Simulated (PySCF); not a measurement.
# C9H6CrO3: the cost of one run

Computed with PySCF 2.14.0, with density-fitted response routines of our own, on a single molecule, in the gas phase or a continuum. Atoms are numbered from 0 throughout.

## 1. The molecule as given

19 atoms, charge 0, multiplicity 1; geometry from: GFN2-xTB.

Bonds of the start (Å): C0–O1 1.16, C2–O3 1.15, C4–O5 1.15, C7–C8 1.40, C8–C9 1.41, C9–C10 1.40, C10–C11 1.41, C11–C12 1.39, C12–C7 1.41, C7–H13 1.08, C8–H14 1.08, C9–H15 1.08, C10–H16 1.08, C11–H17 1.08, C12–H18 1.08.

## 2. Relaxing the molecule at PBE0-D3(BJ)/def2-SVP

What the job is given:

```
{"job": {"xc": "PBE0", "basis": "def2-SVP", "d3": "d3bj", "grid": 2, "kind": "geom"}, "charge": 0, "multiplicity": 1}
C      0.787350    -0.984480     1.862710
O      1.714950    -0.687250     1.227240
C      0.277560    -1.529300    -1.007730
O      0.371940    -2.399250    -1.760560
C     -1.300570    -1.219510     0.573840
O     -2.133270    -1.984100     0.809440
Cr     0.034210    -0.085770     0.081260
C      0.301850     1.978890     1.010560
C     -1.022480     1.845310     0.585280
C     -1.308260     1.558410    -0.763710
C     -0.261730     1.306660    -1.657170
C      1.077640     1.463360    -1.230350
C      1.351460     1.830230     0.081180
H      0.523160     2.287720     2.026080
H     -1.834470     2.058680     1.269760
H     -2.335940     1.563810    -1.109390
H     -0.471860     1.132710    -2.704880
H      1.879680     1.354830    -1.947450
H      2.368890     2.043890     0.389670
```

**Question.** How long does this first job take on 8 threads of Arm Neoverse V1, shared host?

About 5.4 min.
